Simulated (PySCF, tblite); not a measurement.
# C6H10O2S2: geometry, infrared bands and NMR shifts

Wanted: the infrared bands and NMR shifts of C6H10O2S2 (`C[C@]1(S(C)(=O)=O)CCC1=S`), by calculation.

The runs use tblite 0.8.0 and PySCF 2.14.0, with density-fitted response routines of our own; the level of theory stands in each step. All values are computed, except where a source is named. Atoms are numbered from 0 throughout.

## Step 1: Starting geometry

20 atoms, charge 0, multiplicity 1; geometry from: force field or distance geometry start.

Bonds of the start (Å): C0–C1 1.50, C1–S2 1.76, S2–C3 1.74, S2–O4 1.50, S2–O5 1.51, C1–C6 1.53, C6–C7 1.51, C7–C8 1.49, C8–S9 1.44, C8–C1 1.49, C0–H10 1.12, C0–H11 1.11, C0–H12 1.07, C3–H13 1.10, C3–H14 1.11, C3–H15 1.12, C6–H16 1.10, C6–H17 1.12, C7–H18 1.12, C7–H19 1.11.

## Step 2: Relaxing the molecule with GFN2-xTB

The job: settings as JSON, then the geometry in Å.

```
{"job": {"kind": "relax", "xc": "GFN2-xTB", "basis": "xTB"}, "charge": 0, "multiplicity": 1}
C      0.099500     1.758600    -0.124600
C     -0.228600     0.294000    -0.057200
S      1.073100    -0.844700    -0.384200
C      2.477000    -0.746100     0.643400
O      1.522600    -0.692200    -1.811700
O      0.482300    -2.231900    -0.239200
C     -1.355600     0.016300    -1.049300
C     -2.219200    -0.415700     0.117200
C     -1.141000    -0.035100     1.073100
S     -1.125000    -0.016100     2.516200
H     -0.489800     2.256800     0.685700
H     -0.300400     2.171600    -1.079700
H      1.138000     2.005300    -0.003200
H      2.875500     0.257100     0.833500
H      2.271200    -1.222300     1.625400
H      3.285300    -1.358700     0.163000
H     -1.687500     0.924500    -1.580500
H     -1.107000    -0.822100    -1.750300
H     -3.143800     0.214700     0.229000
H     -2.431600    -1.503100     0.190400
```

Started as:

```
$ OMP_NUM_THREADS=1 python probes_run.py task.json out
```

One launch serves the whole session: the jobs run in the order shown.

**Question.** This job is followed by: GFN2-xTB harmonic vibrations, gas phase; GIAO PBE0/pcSseg-1 NMR shielding, non-relativistic, gas phase. Predict these results of the whole session: strongest single infrared mode (GFN2-xTB); zero-point energy (GFN2-xTB); ¹³C shifts against TMS (PBE0/pcSseg-1); ¹H shifts against TMS (PBE0/pcSseg-1, means over atoms taken as alike); ³³S shifts against CS2 (PBE0/pcSseg-1); ¹⁷O shifts against H2O (PBE0/pcSseg-1).

The runs gave:

| quantity | value |
| --- | --- |
| strongest single infrared mode (GFN2-xTB) | 1253 cm⁻¹, 450 km/mol |
| zero-point energy (GFN2-xTB) | 94.8 kcal/mol |
| ¹³C shifts against TMS (PBE0/pcSseg-1) | 281.4, 88.8, 54.0, 35.8, 26.7, 20.8 ppm |
| ¹H shifts against TMS (PBE0/pcSseg-1, means over atoms taken as alike) | 3.86, 3.25, 3.23, 2.75, 2.43, 1.70 ppm |
| ³³S shifts against CS2 (PBE0/pcSseg-1) | 936, 316 ppm |
| ¹⁷O shifts against H2O (PBE0/pcSseg-1) | 208.8, 201.2 ppm |

What this shows: Over 118 steps the energy fell by 2.025 eV; of the close pairs, C8–S9 changed most, 1.443 to 1.613 Å. All 54 modes are real, so the xTB geometry is a minimum. The strongest single mode, at 1253 cm⁻¹, has its largest shares on S2, O5 and O4 (the list is cut at 3 atoms). Unscaled tight-binding wavenumbers are off by several per cent, some by more. Its intensities can rank the bands wrongly. The most deshielded carbon is C8 (thiocarbonyl carbon), at 281.4 ppm: low-lying n→π* states of the double bond to the heteroatom give a large paramagnetic term (-357 ppm). At PBE0/pcSseg-1: The largest span, 2388 ppm, is at S9, where the paramagnetic term is -1491 ppm.
